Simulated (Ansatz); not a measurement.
# Al3N: the cost of one run

Program: Ansatz 0.2.0. Level of theory: DFT PBE, scalar-relativistic, plane waves, PAW, unless a step names another level. These are calculated values, not measurements.

3 further runs of the same task are left out: 1 that didn't finish, 2 set aside as unsound or not needed.

## (1) Starting point

The structure is trigonal, space group P3m1 (No. 156). Conventional cell: a = 3.035 Å, b = 3.035 Å, c = 14.330 Å, α = 90.00°, β = 90.00°, γ = 120.00°. Al (site symmetry 3m) has 4 N at 1.86 to 1.91 Å as nearest neighbours. Al (site symmetry 3m) is surrounded by 3 N at 1.89 Å. Around Al (site symmetry 3m) lie 1 N at 1.92 Å. Al (site symmetry 3m) is surrounded by 12 Al at 2.79 to 3.03 Å. Al (site symmetry 3m) has 12 Al at 2.84 to 3.03 Å as nearest neighbours. Al (site symmetry 3m) has 12 Al at 2.84 to 3.03 Å and 1 N at 3.14 Å as nearest neighbours. N (site symmetry 3m) is surrounded by 4 Al at 1.86 to 1.92 Å. N (site symmetry 3m) is surrounded by 4 Al at 1.89 to 1.91 Å.

Structure file:

```cif
data_structure
_symmetry_space_group_name_H-M 'P 1'
_symmetry_Int_Tables_number 1
_cell_length_a 3.0347
_cell_length_b 3.0347
_cell_length_c 14.3302
_cell_angle_alpha 90.000
_cell_angle_beta 90.000
_cell_angle_gamma 120.000
_cell_volume 114.29
loop_
_atom_site_label
_atom_site_type_symbol
_atom_site_fract_x
_atom_site_fract_y
_atom_site_fract_z
_atom_site_occupancy
Al1 Al 0.33333 0.66667 0.18397 1
Al2 Al 0.00000 0.00000 0.00240 1
Al3 Al 0.00000 0.00000 0.36277 1
Al4 Al 0.33333 0.66667 0.51442 1
Al5 Al 0.66667 0.33333 0.67533 1
Al6 Al 0.33333 0.66667 0.83155 1
N1 N 0.00000 0.00000 0.22855 1
N2 N 0.33333 0.66667 0.05102 1
```

It came out lowest among 35 distinct ends of the trial cells. At a tolerance of 0.05 Å it has space group P3m1 (No. 156).

## (2) A stricter relaxation, on the response runs' mesh and smearing

File input.yaml:

```yaml
crystal:
  lattice:
    - [3.0346672412, 0.0, 0.0]
    - [-1.5173336206, 2.6280989229, 0.0]
    - [0.0, 0.0, 14.3302047261]
  atoms:
    - { symbol: Al, position: [0.3333333333, 0.6666666667, 0.1839655114] }
    - { symbol: Al, position: [0.0, 0.0, 0.0024007418] }
    - { symbol: Al, position: [0.0, 0.0, 0.3627682911] }
    - { symbol: Al, position: [0.3333333333, 0.6666666667, 0.5144175119] }
    - { symbol: Al, position: [0.6666666667, 0.3333333333, 0.6753298923] }
    - { symbol: Al, position: [0.3333333333, 0.6666666667, 0.8315549674] }
    - { symbol: "N", position: [0.0, 0.0, 0.2285472252] }
    - { symbol: "N", position: [0.3333333333, 0.6666666667, 0.0510158588] }
basis:
  ecutwfc: 420
kpoints:
  mp_grid: { grid: [12, 12, 2] }
hamiltonian:
  xc: pbe
scf:
  occupations: { method: gaussian, width: 0.1 }
output:
  forces: true
  stress: true
  eigenvalues: true
relax:
  adjacent_minimum: "off"
  f_tol: 0.001
  max_steps: 60
  cell: { stress_tol: 0.01 }
```

Launch:

```bash
> ansatz run input.yaml --threads 3 --pin off --max-ram 7680MiB --backend cpu --events-out ev --progress --plain --runs-dir out
```

What time and memory should one allow on 3 threads of Intel Xeon at 2.70GHz, shared host?

About 19 s, with a peak of 0.45 GiB.
